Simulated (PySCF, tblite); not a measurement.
# C4H7F2Ge radical: geometry, infrared bands and EPR parameters

Aim: predict the infrared bands and EPR parameters of C4H7F2Ge radical (`[CH3][GeH][CH2]C=C(F)F`).

Computed with tblite 0.8.0 and PySCF 2.14.0, with density-fitted response routines of our own, on a single molecule in the gas phase. Atoms are numbered from 0 throughout.

**1. The molecule as given**

14 atoms, charge 0, multiplicity 2; geometry from: force field or distance geometry start.

Bonds of the start (Å): C0–Ge1 1.96, Ge1–C2 1.91, C2–C3 1.51, C3–C4 1.32, C4–F5 1.37, C4–F6 1.37, C0–H7 1.10, C0–H8 1.11, C0–H9 1.13, Ge1–H10 1.55, C2–H11 1.10, C2–H12 1.13, C3–H13 1.10.

**2. Relaxing the molecule with GFN2-xTB**

Job settings and geometry (Å):

```
{"job": {"kind": "relax", "xc": "GFN2-xTB", "basis": "xTB"}, "charge": 0, "multiplicity": 2}
C      2.010300    -1.388100     0.848800
Ge     0.167500    -1.492100     0.194500
C     -0.657000     0.196500     0.536300
C     -1.602100     0.650000    -0.544300
C     -1.310500     1.799500    -1.133300
F     -2.094800     2.309800    -2.136600
F     -0.206400     2.528800    -0.786300
H      2.764300    -1.644100     0.088600
H      2.164500    -0.351300     1.205600
H      2.053100    -2.082300     1.740100
H      0.280400    -1.752500    -1.331600
H      0.140400     0.947000     0.614300
H     -1.227100     0.221300     1.506300
H     -2.483200     0.056800    -0.824600
```

Run with:

```bash
$ OMP_NUM_THREADS=1 python probes_run.py task.json out
```

The driver reads the jobs from task.json and runs them one after another.

**Question.** This job is followed by: GFN2-xTB harmonic vibrations, gas phase; UKS B3LYP, def2-TZVP-core on Ge, pcH-1 on C F H, non-relativistic, mean-field spin-orbit, GIAO. Predict these results of the whole session: strongest single infrared mode (GFN2-xTB); zero-point energy (GFN2-xTB); g(iso) (B3LYP); ⟨S²⟩; largest a(iso) (averaged by class); potential on the surface of density 0.002 e/bohr³, 1st and 99th percentile.

The runs gave:

```
                                                                  quantity                    value
                                 strongest single infrared mode (GFN2-xTB)    1530 cm⁻¹, 769 km/mol
                                              zero-point energy (GFN2-xTB)            58.7 kcal/mol
                                                            g(iso) (B3LYP)                  2.00896
                                                                      ⟨S²⟩       0.755 (exact 0.75)
                                        largest a(iso) (averaged by class)  73Ge on Ge1, -183.5 MHz
potential on the surface of density 0.002 e/bohr³, 1st and 99th percentile       -0.49 V and 1.08 V
```

The optimisation took 189 steps and gained 0.720 eV; among the close pairs (by a distance rule), Ge1–C2 changed most, from 1.910 to 2.083 Å. All 36 modes are real, so the xTB geometry is a minimum. The strongest single mode, at 1530 cm⁻¹, moves mainly H10. GFN2-xTB is a fitted tight-binding method: band positions and strengths are rough. Its intensities can rank the bands wrongly. Ge1 carries the largest spin population, 0.72 e. The isotropic g lies 6.6 ppt above the free-electron value. The hyperfine terms hold no scalar relativity, which the heavier nuclei need. These values are for one conformer; the search (at its own cheap level) found 2 more, at 1.48, 2.12 kcal/mol, and measured spectra average over such forms.
